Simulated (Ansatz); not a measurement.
**CH₄B₂O (SMILES B=COB): one structure at several levels**

The atoms stand at a structure displaced at random from a GFN2-xTB minimum. How far do the functionals agree with CCSD(T) there?

The runs use Ansatz 0.2.0, Gaussian basis; single points in def2-TZVPP.

Cores are frozen in the correlated methods.

**1. Where the work starts**

SMILES `B=COB`, 8 atoms, charge 0, spin multiplicity 1.

Atoms are counted from 1 here; the program's logs count them from 0.

Bond lengths: B1–C2 1.506 Å, B1–H5 1.083 Å, C2–H6 1.159 Å, O3–B4 1.054 Å, B4–H7 1.215 Å. Angles: C2–B1–H5 173.0°, B1–C2–H6 118.7°, O3–B4–H7 120.5°.

As a file:

```
B    -0.5341    1.6751    0.1245
C     0.3557    0.6507   -0.5295
O     0.6638   -0.9318   -0.3114
B     0.0939   -1.4292    0.4223
H    -1.0860    2.4126    0.6944
H     1.2853    1.0151   -1.1189
H    -0.0122   -2.6396    0.4052
H    -1.2081   -1.1053    0.9981
```

**2. CCSD(T)/def2-TZVPP**

Contents of run/in.yaml:

```yaml
crystal:
  periodic: [false, false, false]
  atoms:
    - {symbol: B, position_ang: [-0.534100, 1.675100, 0.124500]}
    - {symbol: C, position_ang: [0.355700, 0.650700, -0.529500]}
    - {symbol: O, position_ang: [0.663800, -0.931800, -0.311400]}
    - {symbol: B, position_ang: [0.093900, -1.429200, 0.422300]}
    - {symbol: H, position_ang: [-1.086000, 2.412600, 0.694400]}
    - {symbol: H, position_ang: [1.285300, 1.015100, -1.118900]}
    - {symbol: H, position_ang: [-0.012200, -2.639600, 0.405200]}
    - {symbol: H, position_ang: [-1.208100, -1.105300, 0.998100]}
basis:
  gaussian: {orbitals: def2-TZVPP}
correlation: {method: ccsd_t}
output: {forces: true}
```

The command line of these runs was not kept.

**3. PBE0-D4/def2-TZVPP**

run/in.yaml: that of step 2 with these lines changed.

```diff
@@ -13,3 +13,3 @@
   gaussian: {orbitals: def2-TZVPP}
-correlation: {method: ccsd_t}
-output: {forces: true}
+hamiltonian: {xc: pbe0, dispersion: d4}
+output: {forces: true, orbitals: {seedname: orbitals}}
```

**4. wB97M-V/def2-TZVPP**

run/in.yaml: that of step 3 with these lines changed.

```diff
@@ -13,3 +13,3 @@
   gaussian: {orbitals: def2-TZVPP}
-hamiltonian: {xc: pbe0, dispersion: d4}
-output: {forces: true, orbitals: {seedname: orbitals}}
+hamiltonian: {xc: {name: wB97M-V}}
+output: {forces: true}
```

**5. r2SCAN-D4/def2-TZVPP**

run/in.yaml: that of step 4 with these lines changed.

```diff
@@ -13,3 +13,3 @@
   gaussian: {orbitals: def2-TZVPP}
-hamiltonian: {xc: {name: wB97M-V}}
+hamiltonian: {xc: r2scan, dispersion: d4}
 output: {forces: true}
```

**6. PBE-D4/def2-TZVPP**

run/in.yaml: that of step 5 with these lines changed.

```diff
@@ -13,3 +13,3 @@
   gaussian: {orbitals: def2-TZVPP}
-hamiltonian: {xc: r2scan, dispersion: d4}
+hamiltonian: {xc: pbe, dispersion: d4}
 output: {forces: true}
```

**7. HSE06-D4/def2-TZVPP**

run/in.yaml: that of step 6 with these lines changed.

```diff
@@ -13,3 +13,3 @@
   gaussian: {orbitals: def2-TZVPP}
-hamiltonian: {xc: pbe, dispersion: d4}
+hamiltonian: {xc: hse06, dispersion: d4}
 output: {forces: true}
```

**8. revPBE-D4/def2-TZVPP**

run/in.yaml: that of step 7 with these lines changed.

```diff
@@ -13,3 +13,3 @@
   gaussian: {orbitals: def2-TZVPP}
-hamiltonian: {xc: hse06, dispersion: d4}
+hamiltonian: {xc: {name: revPBE}, dispersion: d4}
 output: {forces: true}
```

(Steps that only read results are left out.)

Q: Predict the outcome of this session. Wanted: energy less free atoms, CCSD(T)/def2-TZVPP; RMS force component; RMS force error; HOMO and LUMO, PBE0-D4; T1 diagnostic.

As calculated:

| quantity | value |
| --- | --- |
| energy less free atoms, CCSD(T)/def2-TZVPP | -2381.5 kJ/mol |
| RMS force component | 9.624 to 10.040 eV/Å over the methods |
| RMS force error | PBE0-D4 0.430, wB97M-V 0.349, r2SCAN-D4 0.493, PBE-D4 0.527, HSE06-D4 0.427, revPBE-D4 0.495 eV/Å |
| HOMO and LUMO, PBE0-D4 | -6.70 and -3.32 eV |
| T1 diagnostic | 0.019 |

Against CCSD(T) the functionals' energies less atoms differ by -198.6 to -114.6 kJ/mol, PBE-D4 by -198.6 kJ/mol. The reference is not at the basis limit: in triple zeta CCSD(T) underbinds, which counts against methods that bind more; the gaps are no ranking. The forces of wB97M-V come nearest to CCSD(T), those of PBE-D4 are farthest. Frozen-core CCSD(T) forces in triple zeta carry basis errors of their own, and this is one geometry, so small gaps rank nothing. The restricted Hartree–Fock reference is unstable towards an unrestricted one at one or more of these structures.
